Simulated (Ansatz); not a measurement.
# SiH3Br (SMILES [SiH3]Br) at r2SCAN0/def2-TZVP

Aim: the electronic atomisation energy of SiH3Br at r2SCAN0/def2-TZVP, from 4 runs. 

Program for the calculation: Ansatz 0.2.0.

54 further runs of the same task are left out: 1 that didn't finish, 53 set aside as unsound or not needed.

### 1 The system as given

SiH3Br has 5 atoms, charge 0, and is taken as a singlet. As SMILES, `[SiH3]Br`. The coordinates come from a PBE0-D4/def2-TZVP relaxation.

Bond lengths: Si1–Br2 2.219 Å, Si1–H3 1.481 Å, Si1–H4 1.481 Å, Si1–H5 1.481 Å. Angles: Br2–Si1–H3 108.4°, Br2–Si1–H4 108.4°, Br2–Si1–H5 108.4°, H3–Si1–H4 110.5°, H3–Si1–H5 110.5°, H4–Si1–H5 110.5°.

### 2 The energy at r2SCAN0/def2-TZVP

input.yaml reads:

```yaml
crystal:
  periodic: [false, false, false]
  atoms:
    - {symbol: Si, position_ang: [-0.147420, 0.056100, -0.043220]}
    - {symbol: Br, position_ang: [1.853020, -0.705130, 0.543250]}
    - {symbol: H, position_ang: [-1.064550, -0.105170, 1.107850]}
    - {symbol: H, position_ang: [-0.625550, -0.731350, -1.202270]}
    - {symbol: H, position_ang: [-0.015510, 1.485560, -0.405610]}
basis:
  gaussian:
    orbitals: def2-TZVP
hamiltonian:
  xc: {name: r2SCAN0}
accuracy: high
output:
  orbitals: {seedname: orbitals}
```

The run is started by

```
$ ansatz run input.yaml --threads 1 --pin off --max-ram 3480MiB --events-out events.jsonl --progress --plain --runs-dir runs
```

The log of the run:

```text
Warning: RAYON_NUM_THREADS=1 ignored (pool sized by the plan → 1); use --threads N
Functional definition: r2SCAN0
  name "r2SCAN0"
  parameter a = 0.25
  parameter k0 = 0.174
  parameter k1 = 0.065
  parameter a1 = 4.9479
  exchange = (1 - a)*r2scan_x(k0 = k0, k1 = k1, a1 = a1) + a*exact_x
  correlation = r2scan_c
1659 factors; integrals over basis functions are off by at most 4.6e-9 eV
mean field evaluation 1: about -77972.5546 eV, gradient 8.0e0 eV
mean field evaluation 2: about -77972.7091 eV, gradient 2.9e0 eV
mean field evaluation 4: about -77972.7342 eV, gradient 2.7e-1 eV
mean field evaluation 8: about -77972.8077 eV, gradient 2.8e-2 eV
mean field evaluation 16: about -77972.8077 eV, gradient 4.2e-6 eV
mean field -77972.80765898 eV, -2865.4478296001 hartree, gradient 4.5e-8 eV, S^2 0.000000; 0 other end points of the search recorded, 0 dependent functions left out
reference -77972.80765956 eV, -2865.4478296214 hartree; 26, 26 occupied and 77, 77 virtual orbitals, 1659 factors
Total energy: -77972.80765956 eV, -2865.4478296214 hartree
```

Wall time 12 s (1 thread of Arm Neoverse V2, shared host); peak memory 0.34 GiB.

### 3 The Br atom, same level

input.yaml reads:

```yaml
crystal:
  periodic: [false, false, false]
  atoms:
    - {symbol: Br, position_ang: [0.000000, 0.000000, 0.000000]}
basis:
  gaussian:
    orbitals: def2-TZVP
magnetization:
  spin_polarized: true
  initial_magnetization: 1
hamiltonian:
  xc: {name: r2SCAN0}
accuracy: high
```

The run is started by

```
$ ansatz run input.yaml --threads 1 --pin off --max-ram 3480MiB --events-out events.jsonl --progress --plain --runs-dir runs
```

The log of the run:

```text
Warning: RAYON_NUM_THREADS=1 ignored (pool sized by the plan → 1); use --threads N
Functional definition: r2SCAN0
  name "r2SCAN0"
  parameter a = 0.25
  parameter k0 = 0.174
  parameter k1 = 0.065
  parameter a1 = 4.9479
  exchange = (1 - a)*r2scan_x(k0 = k0, k1 = k1, a1 = a1) + a*exact_x
  correlation = r2scan_c
469 factors; integrals over basis functions are off by at most 4.4e-9 eV
mean field evaluation 1: about -70044.5554 eV, gradient 4.6e0 eV
mean field evaluation 2: about -70044.6634 eV, gradient 1.1e0 eV
mean field evaluation 4: about -70044.6688 eV, gradient 4.4e-1 eV
mean field evaluation 8: about -70044.6695 eV, gradient 3.9e-3 eV
mean field evaluation 16: about -70044.6695 eV, gradient 8.5e-8 eV
mean field -70044.66948079 eV, -2574.0941254367 hartree, gradient 9.8e-8 eV, S^2 0.754680; 0 other end points of the search recorded, 0 dependent functions left out
reference -70044.66948188 eV, -2574.0941254769 hartree; 18, 17 occupied and 30, 31 virtual orbitals, 469 factors
Total energy: -70044.66948188 eV, -2574.0941254769 hartree
```

It took 4.2 s on 1 thread of Arm Neoverse V2, shared host; peak memory 0.16 GiB.

### 4 The H atom at the same level

in.yaml reads:

```yaml
basis:
  gaussian: {orbitals: def2-TZVP}
crystal:
  periodic: [false, false, false]
  atoms:
    - {symbol: H, position_ang: [0.000000, 0.000000, 0.000000]}
magnetization: {spin_polarized: true, initial_magnetization: 1}
hamiltonian: {xc: {name: r2SCAN0}}
accuracy: high
```

Run the same way, it converges to -0.49987 Eh (log not shown).

### 5 The Si atom

molecule.yaml reads:

```yaml
crystal:
  periodic: [false, false, false]
  atoms:
    - {symbol: Si, position_ang: [0.000000, 0.000000, 0.000000]}
basis:
  gaussian:
    orbitals: def2-TZVP
total_charge: 0
magnetization:
  spin_polarized: true
  initial_magnetization: 2
hamiltonian:
  xc: {name: r2SCAN0}
accuracy: high
```

Run the same way, it converges to -289.33970 Eh (log not shown).

### 6 Summary of results

At r2SCAN0/def2-TZVP:

```
                     quantity           value
       molecule: total energy  -2865.44783 Eh
        molecule: HOMO energy        -8.70 eV
        molecule: LUMO energy        -0.11 eV
      molecule: HOMO–LUMO gap         8.60 eV
        Br atom: total energy  -2574.09413 Eh
                Br atom: ⟨S²⟩           0.755
         H atom: total energy     -0.49987 Eh
                 H atom: ⟨S²⟩           0.750
        Si atom: total energy   -289.33970 Eh
                Si atom: ⟨S²⟩           2.010
electronic atomisation energy       13.997 eV
```

Taking the molecule apart into free atoms costs 14.00 eV (1351 kJ/mol), before zero-point energy and without spin-orbit coupling.
